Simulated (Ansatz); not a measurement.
# TaNH+ (singlet): from Hartree-Fock to the top rungs, def2-SVP

One table from this session's results is given with a row withheld; the runs are named, their logs left out.

The runs use Ansatz 0.2.0, Gaussian basis; def2-SVP, core rule «outside noble gas», up to 5 orbitals frozen.

To be run: UHF; CCSD(T) on RHF; CCSD(T) on UHF; CISD; CCSDT(Q) on RHF; CCSDT(Q) on UHF; CASSCF and MRCISD+Q, 10 electrons in 11 orbitals; CASSCF and NEVPT2, 10 electrons in 11 orbitals.

18 further runs of the same task are left out: 2 for a known fault of the program, 6 that didn't finish, 10 set aside as unsound or not needed. Runs told in other sessions of the task aren't counted.

### The system

The geometry is a PBE0/def2-TZVP stationary point (not a proven minimum) of the parent state, kept for this charge and spin. No spin-orbit coupling is included. Elements past krypton take def2 core potentials.

3 atoms, charge 1, spin multiplicity 1.

Atoms are counted from 1 here; the program's logs count them from 0.

Bond lengths: Ta1–N2 1.709 Å, N2–H3 1.016 Å. Angles: Ta1–N2–H3 180.0°.

Set-up of the first run:

in.yaml

```yaml
crystal:
  periodic: [false, false, false]
  atoms:
    - {symbol: Ta, position_ang: [0.000000, 0.000000, 1.477728]}
    - {symbol: N, position_ang: [0.000000, 0.000000, -0.230873]}
    - {symbol: H, position_ang: [0.000000, 0.000000, -1.246855]}
basis:
  gaussian: {orbitals: def2-SVP}
total_charge: 1
magnetization: {spin_polarized: true, initial_magnetization: 0}
hamiltonian: {xc: hf}
output: {orbitals: {seedname: orbitals}}
```

The run is started by

```bash
$ ansatz run in.yaml --threads 1 --pin off --events-out ev --progress --plain --max-ram 2393MiB
```

Steps of the session up to this table: UHF; CCSD(T) on RHF; CCSD(T) on UHF; CISD; CCSDT(Q) on RHF; CCSDT(Q) on UHF; CASSCF and MRCISD+Q, 10 electrons in 11 orbitals; CASSCF and NEVPT2, 10 electrons in 11 orbitals.

One of the session's tables, all rows but one given; the rest of the session is left out.

It belongs to the step «Misses and costs». 

| method | from RCCSDT(Q) (kJ/mol) |
| --- | --- |
| RHF | +840.1 |
| UHF | ? |
| RMP2 | +57.7 |
| UMP2 | +27.0 |
| RCCSD | +60.2 |
| UCCSD | +33.4 |
| RCCSD(T) | +4.9 |
| UCCSD(T) | -11.4 |
| RCCSDT | +2.0 |
| UCCSDT | -13.3 |
| RCCSDT(Q) | 0 |
| UCCSDT(Q) | -16.8 |
| CASSCF valence | +351.3 |
| NEVPT2 valence | +78.5 |
| MRCISD valence | +19.7 |
| MRCISD+Q valence | +3.2 |

**Question.** Estimate the row for UHF.

The run gave: from RCCSDT(Q) (kJ/mol): +748.4. In the column «from RCCSDT(Q) (kJ/mol)» it lies between CASSCF valence (+351.3) and RHF (+840.1).

Not comparable, so not listed: CISD (they don't share determinant, frozen orbitals or solution with the rows shown, or repeat one).

To keep in mind: The determinant of HF (⟨S²⟩ 1.00) is far from a pure spin state, so its energy mixes those of several spin states; that is harmless only where they are near-degenerate. The determinant of CCSD(T) (⟨S²⟩ 1.00) is far from a pure spin state, so its energy mixes those of several spin states; high orders of coupled cluster remove much of that, low ones don't. The determinant of CCSDT(Q) (⟨S²⟩ 1.00) is far from a pure spin state, so its energy mixes those of several spin states; high orders of coupled cluster remove much of that, low ones don't. The program flags UCCSD(T), UCCSDT(Q) as in doubt, so read those rows with care; the flags are other amplitudes. Warnings: restricted reference is unstable; spin contamination; large T1 diagnostic. Restricted and unrestricted rows rest on different reference determinants; a gap between their highest levels can come from leftover correlation error, from unlike frozen cores or from another state.
